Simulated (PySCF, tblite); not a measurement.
# C2H9B2Cl2N: geometry, infrared bands and NMR shifts

Wanted: the infrared bands and NMR shifts of C2H9B2Cl2N (`CB(C)[B-]([NH3+])(Cl)Cl`), by calculation.

Computed with tblite 0.8.0 and PySCF 2.14.0, with density-fitted response routines of our own, on a single molecule in the gas phase. Atoms are numbered from 0 throughout.

## Step 1: The starting structure

16 atoms, charge 0, multiplicity 1; geometry from: force field or distance geometry start.

Bonds of the start (Å): C0–B1 1.59, B1–C2 1.56, B1–B3 1.68, B3–N4 1.52, B3–Cl5 1.87, B3–Cl6 1.85, C0–H7 1.10, C0–H8 1.12, C0–H9 1.11, C2–H10 1.11, C2–H11 1.12, C2–H12 1.11, N4–H13 1.04, N4–H14 1.05, N4–H15 1.04.

## Step 2: Geometry optimisation with GFN2-xTB

Job settings and geometry (Å):

```
{"job": {"kind": "relax", "xc": "GFN2-xTB", "basis": "xTB"}, "charge": 0, "multiplicity": 1}
C     -1.575500    -1.109700    -0.225800
B     -0.580700     0.077700     0.141300
C     -0.993600     1.582700     0.179100
B      0.966400    -0.450700     0.529900
N      1.900000     0.026200    -0.572500
Cl     1.053600    -2.320700     0.518400
Cl     1.448100     0.211800     2.191900
H     -1.247600    -1.629900    -1.141300
H     -1.449900    -1.856200     0.602000
H     -2.635800    -0.774000    -0.257600
H     -0.071800     2.200900     0.148700
H     -1.547900     1.872600     1.111300
H     -1.591600     1.902800    -0.701400
H      1.815800     1.045800    -0.761800
H      1.631300    -0.500000    -1.444800
H      2.871400    -0.270400    -0.328800
```

Command:

```
OMP_NUM_THREADS=1 python probes_run.py task.json out
```

This one command runs all jobs of the session in turn.

**Question.** This job is followed by: GFN2-xTB harmonic vibrations, gas phase; GIAO PBE0/pcSseg-1 NMR shielding, non-relativistic, gas phase. Predict these results of the whole session: strongest single infrared mode (GFN2-xTB); zero-point energy (GFN2-xTB); ¹³C shifts against TMS (PBE0/pcSseg-1, means over atoms taken as alike); ¹H shifts against TMS (PBE0/pcSseg-1, means over atoms taken as alike); ¹¹B shifts against BF3·OEt2 (PBE0/pcSseg-1); ¹⁵N shifts against NH3 (PBE0/pcSseg-1); ³⁵Cl shifts against HCl (PBE0/pcSseg-1, means over atoms taken as alike).

As calculated:

| quantity | value |
| --- | --- |
| strongest single infrared mode (GFN2-xTB) | 1259 cm⁻¹, 295 km/mol |
| zero-point energy (GFN2-xTB) | 75.2 kcal/mol |
| ¹³C shifts against TMS (PBE0/pcSseg-1, means over atoms taken as alike) | 16.1 ppm |
| ¹H shifts against TMS (PBE0/pcSseg-1, means over atoms taken as alike) | 3.43, 1.07 ppm |
| ¹¹B shifts against BF3·OEt2 (PBE0/pcSseg-1) | 95.4, -0.2 ppm |
| ¹⁵N shifts against NH3 (PBE0/pcSseg-1) | 80.1 ppm |
| ³⁵Cl shifts against HCl (PBE0/pcSseg-1, means over atoms taken as alike) | 75 ppm |

**Reading.** Over 170 steps the energy fell by 0.667 eV; of the close pairs, B3–N4 changed most, 1.521 to 1.645 Å. The lowest mode is imaginary (55i cm⁻¹), so the xTB geometry is not a minimum. The strongest single mode, at 1259 cm⁻¹, moves mainly H15, H13 and H14. Unscaled tight-binding wavenumbers are off by several per cent, some by more. Its intensities can rank the bands wrongly.
